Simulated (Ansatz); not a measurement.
# AlAsH6O3: up Jacob's ladder to CCSD(T)

How much do the methods differ for AlAsH6O3? The plan is to run it at one geometry with functionals of several rungs and with coupled cluster. The yardstick is the atomisation energy at the CCSD(T) limit.

Program: Ansatz 0.2.0, Gaussian basis. Level of theory: functionals in def2-TZVPP, the program's frozen cores in correlated methods. These are calculated values, not measurements.

Levels to be run: LDA (SPW92), PBE-D4, revPBE-D4, BLYP-D4, r2SCAN-D4, B97M-V, PBE0-D4, B3LYP-D4, r2SCANh-D4, r2SCAN0-D4, HSE06-D4, BHLYP-D4, CAM-B3LYP-D4, LC-ωPBE, ωB97X-V, ωB97M-V, B2PLYP, PBE-QIDH; CCSD(T)/def2-SVP; CCSD(T)/def2-TZVPP; MP2/def2-QZVPP; extrapolation to the limit; RPA on PBE.

## 1. The geometry

An earlier PBE0-D4 in a triple-zeta def2 set relaxation fixed the geometry.

SMILES `[OH][Al-]([OH])([OH])[AsH3+]`, 11 atoms, charge 0, spin multiplicity 1.

Atoms are counted from 1 here; the program's logs count them from 0.

Bond lengths: O1–Al2 1.709 Å, O1–H6 0.955 Å, Al2–O3 1.709 Å, Al2–O4 1.709 Å, Al2–As5 2.663 Å, O3–H7 0.955 Å, O4–H8 0.955 Å, As5–H9 1.508 Å, As5–H10 1.508 Å, As5–H11 1.508 Å. Angles: Al2–O1–H6 120.8°, O1–Al2–O3 118.5°, O1–Al2–O4 118.5°, O1–Al2–As5 97.2°, O3–Al2–O4 118.4°, O3–Al2–As5 97.1°, O4–Al2–As5 97.3°, Al2–O3–H7 120.8°, Al2–O4–H8 120.8°, Al2–As5–H9 120.2°, Al2–As5–H10 120.0°, Al2–As5–H11 120.4°, H9–As5–H10 96.9°, H9–As5–H11 96.9°, H10–As5–H11 96.9°.

## 2. LDA

This LDA is Slater exchange with PW92 correlation.

The input, in.yaml:

```yaml
crystal:
  periodic: [false, false, false]
  atoms:
    - {symbol: O, position_ang: [-1.982979, -0.183111, 0.564297]}
    - {symbol: Al, position_ang: [-0.331157, -0.599093, 0.704685]}
    - {symbol: O, position_ang: [0.570063, 0.068989, 1.994242]}
    - {symbol: O, position_ang: [0.199008, -2.071689, 0.018148]}
    - {symbol: As, position_ang: [0.583944, 1.012714, -1.206760]}
    - {symbol: H, position_ang: [-2.407191, 0.365321, 1.221719]}
    - {symbol: H, position_ang: [1.319929, -0.396426, 2.360282]}
    - {symbol: H, position_ang: [-0.421780, -2.674814, -0.386513]}
    - {symbol: H, position_ang: [2.052435, 1.024385, -1.550802]}
    - {symbol: H, position_ang: [0.415400, 2.506176, -1.080022]}
    - {symbol: H, position_ang: [0.067627, 0.890550, -2.618676]}
basis:
  gaussian: {orbitals: def2-TZVPP}
hamiltonian: {xc: lda}
output: {orbitals: {seedname: orbitals}}
```

Run with:

```console
$ ansatz run in.yaml --threads 8 --pin off --events-out ev --progress --plain --max-ram 20889MiB
```

After this run come: PBE-D4 (GGA); revPBE-D4 (GGA); BLYP-D4 (GGA); r2SCAN-D4 (meta-GGA); B97M-V (meta-GGA); PBE0-D4 (hybrid); B3LYP-D4 (hybrid); r2SCANh-D4 (hybrid); r2SCAN0-D4 (hybrid); HSE06-D4 (hybrid); BHLYP-D4 (hybrid); CAM-B3LYP-D4 (range-separated); LC-ωPBE (range-separated); ωB97X-V (range-separated); ωB97M-V (range-separated); B2PLYP (double hybrid); PBE-QIDH (double hybrid); CCSD(T) in def2-SVP; CCSD(T) in def2-TZVPP; MP2 in def2-QZVPP; RPA on PBE orbitals.

Before running them: what should the planned runs give, taken together? Wanted: atomisation energy, CCSD(T)/CBS; farthest beyond LDA; mean size of error, GGA; mean size of error, meta-GGA; mean size of error, hybrid; mean size of error, range-separated; mean size of error, double hybrid; gap, smallest and largest; T1 diagnostic.

The runs gave:

| quantity | value |
| --- | --- |
| atomisation energy, CCSD(T)/CBS | 3778.1 kJ/mol |
| functionals within 37.8 kJ/mol (1.0 %) | PBE-D4, BLYP-D4, r2SCAN-D4, B97M-V, CAM-B3LYP-D4, ωB97X-V, ωB97M-V |
| farthest beyond LDA | BHLYP-D4 (-180.3 kJ/mol) |
| mean size of error, GGA | 48.7 kJ/mol |
| mean size of error, meta-GGA | 27.2 kJ/mol |
| mean size of error, hybrid | 101.1 kJ/mol |
| mean size of error, range-separated | 34.4 kJ/mol |
| mean size of error, double hybrid | 93.3 kJ/mol |
| gap, smallest and largest | 5.63 eV (BLYP-D4), 12.83 eV (LC-ωPBE) |
| T1 diagnostic | 0.0118 |
| triples share of the correlation energy | 3.3 % |

**Reading.** The LDA atomisation energy is off by 527.6 kJ/mol (14 %): it overbinds. PBE-D4 is off by -6.9 kJ/mol. Double hybrids carry the basis error of their MP2 part in triple zeta, and no dispersion term here, so their miss is partly the set-up's. The rungs meta-GGA, range-separated miss on average by less than the doubt on the reference (37.8 kJ/mol), so they tie. The reference freezes the cores and leaves out relativity and excitations past (T), and its outer-core shells are covered unevenly, so misses under about 37.8 kJ/mol can't be ranked. Hartree-Fock recovers 68 % of the binding; the rest is correlation. CCSD(T) in def2-SVP is off by -330.1 kJ/mol, so the small basis spoils what the method gains. Orbital gaps span 5.6 to 12.8 eV; exact exchange widens them. Correlated methods include outer-core shells of As, which these sets cover unevenly.
